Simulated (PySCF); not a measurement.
# C6H3F5: the cost of one run

Programs: PySCF 2.14.0, with density-fitted response routines of our own. Each step states its level of theory. These are calculated values for one molecule, in the gas phase or a continuum, unless marked as measured. Atoms are numbered from 0 throughout.

**1. The molecule as given**

14 atoms, charge 0, multiplicity 1; geometry from: GFN2-xTB. The atoms were then displaced at random by about 0.01 Å, so the start is not that level's minimum.

Bonds of the start (Å): F0–C1 1.34, C1–C2 1.32, C2–C3 1.48, C3–C4 1.31, C4–F5 1.36, C4–C6 1.45, C6–F7 1.35, C6–C8 1.34, C8–F9 1.31, C8–F10 1.32, C1–H11 1.07, C2–H12 1.08, C3–H13 1.07.

**2. Geometry optimisation at PBE0-D3(BJ)/def2-SVP**

Job settings and geometry (Å):

```
{"job": {"xc": "PBE0", "basis": "def2-SVP", "d3": "d3bj", "grid": 1, "shake": 0.01, "kind": "geom"}, "charge": 0, "multiplicity": 1}
F     -2.995110    -0.664090    -1.731430
C     -3.041190    -0.122880    -0.507500
C     -1.939560     0.136430     0.168530
C     -0.569560    -0.113270    -0.337390
C      0.521540     0.131520     0.344170
F      0.467120     0.667420     1.591600
C      1.872790    -0.116390    -0.132940
F      1.949500    -0.637000    -1.374130
C      3.014640     0.123520     0.529840
F      3.111290     0.628120     1.731190
F      4.201910    -0.142840     0.016300
H     -4.034290     0.058420    -0.145810
H     -2.036310     0.568320     1.157310
H     -0.529920    -0.532370    -1.317480
```

On the command line:

```console
$ OMP_NUM_THREADS=1 python probes_run.py task.json out
```

One launch serves the whole session: the jobs run in the order shown.

Q: Estimate the wall time and peak memory of this first job on 1 thread of Intel Xeon 6975P-C, shared host.

About 90 s, with a peak of 0.83 GiB.
